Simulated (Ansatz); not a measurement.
# C3H11AlO: small, medium and large basis sets

How large a basis does C3H11AlO need? Two functionals are run in growing sets.

The runs use Ansatz 0.2.0, Gaussian basis; one geometry, several basis sets.

The runs, in order: PBE0-D4/def2-SVP; ωB97M-V/def2-SVP; PBE0-D4/def2-QZVPP; ωB97M-V/def2-QZVPP; the functionals' def2-TZVPP values are taken from earlier runs.

## Step 1: Structure used throughout

An earlier PBE0-D4 in a triple-zeta def2 set relaxation fixed the geometry.

SMILES `[CH3][Al-]([CH3])([CH3])[OH2+]`, 16 atoms, charge 0, spin multiplicity 1.

Atoms are counted from 1 here; the program's logs count them from 0.

Bond lengths: C1–Al2 1.979 Å, C1–H6 1.097 Å, C1–H7 1.096 Å, C1–H8 1.097 Å, Al2–C3 1.979 Å, Al2–C4 1.967 Å, Al2–O5 2.056 Å, C3–H9 1.097 Å, C3–H10 1.097 Å, C3–H11 1.096 Å, C4–H12 1.095 Å, C4–H13 1.096 Å, C4–H14 1.095 Å, O5–H15 0.964 Å, O5–H16 0.964 Å. Angles: Al2–C1–H6 113.5°, Al2–C1–H7 110.6°, Al2–C1–H8 113.0°, H6–C1–H7 106.0°, H6–C1–H8 107.6°, H7–C1–H8 105.7°, C1–Al2–C3 117.7°, C1–Al2–C4 118.0°, C1–Al2–O5 96.4°, C3–Al2–C4 118.0°, C3–Al2–O5 96.3°, C4–Al2–O5 102.6°, Al2–C3–H9 113.0°, Al2–C3–H10 113.5°, Al2–C3–H11 110.6°, H9–C3–H10 107.6°, H9–C3–H11 105.7°, H10–C3–H11 106.0° and more.

## Step 2: PBE0-D4 in def2-SVP

in.yaml

```yaml
crystal:
  periodic: [false, false, false]
  atoms:
    - {symbol: C, position_ang: [-0.625974, 0.726214, -1.711968]}
    - {symbol: Al, position_ang: [0.085110, -0.142633, -0.082251]}
    - {symbol: C, position_ang: [1.692355, 0.650692, 0.756722]}
    - {symbol: C, position_ang: [-0.214923, -2.073503, 0.139271]}
    - {symbol: O, position_ang: [-1.276772, 0.673984, 1.223674]}
    - {symbol: H, position_ang: [-0.575030, 1.821124, -1.680880]}
    - {symbol: H, position_ang: [-0.049438, 0.422091, -2.593086]}
    - {symbol: H, position_ang: [-1.665248, 0.448760, -1.926771]}
    - {symbol: H, position_ang: [1.834148, 0.332171, 1.796717]}
    - {symbol: H, position_ang: [1.696619, 1.747160, 0.742459]}
    - {symbol: H, position_ang: [2.598190, 0.338631, 0.224443]}
    - {symbol: H, position_ang: [-0.023889, -2.410532, 1.163568]}
    - {symbol: H, position_ang: [0.449292, -2.654777, -0.510522]}
    - {symbol: H, position_ang: [-1.238279, -2.368282, -0.116043]}
    - {symbol: H, position_ang: [-0.820296, 1.221008, 1.872730]}
    - {symbol: H, position_ang: [-1.888766, 1.245192, 0.746136]}
basis:
  gaussian: {orbitals: def2-SVP}
hamiltonian: {xc: pbe0, dispersion: d4}
output: {orbitals: {seedname: orbitals}}
```

Run with:

```
$ ansatz run in.yaml --threads 2 --pin off --events-out ev --progress --plain --max-ram 32768MiB --backend cpu
```

The runs that follow: ωB97M-V in def2-SVP; PBE0-D4 in def2-QZVPP; ωB97M-V in def2-QZVPP.

**Question.** What will the summary of the whole plan be? Wanted: PBE0-D4: double and triple zeta above quadruple; ωB97M-V: double and triple zeta above quadruple.

**Answer**, as computed:

| quantity | value |
| --- | --- |
| PBE0-D4: double and triple zeta above quadruple | 9.08, 0.53 eV |
| ωB97M-V: double and triple zeta above quadruple | 9.38, 0.51 eV |

**Reading.** For PBE0-D4 the step from double to triple zeta gains 8.55 eV and the next only 0.53 eV. These are total energies; as a rule much of such shifts cancels in differences, which this series doesn't test. The LUMO of ωB97M-V is positive and keeps falling with the basis (1.83 to 0.56 eV): an unbound level that the basis holds in place.
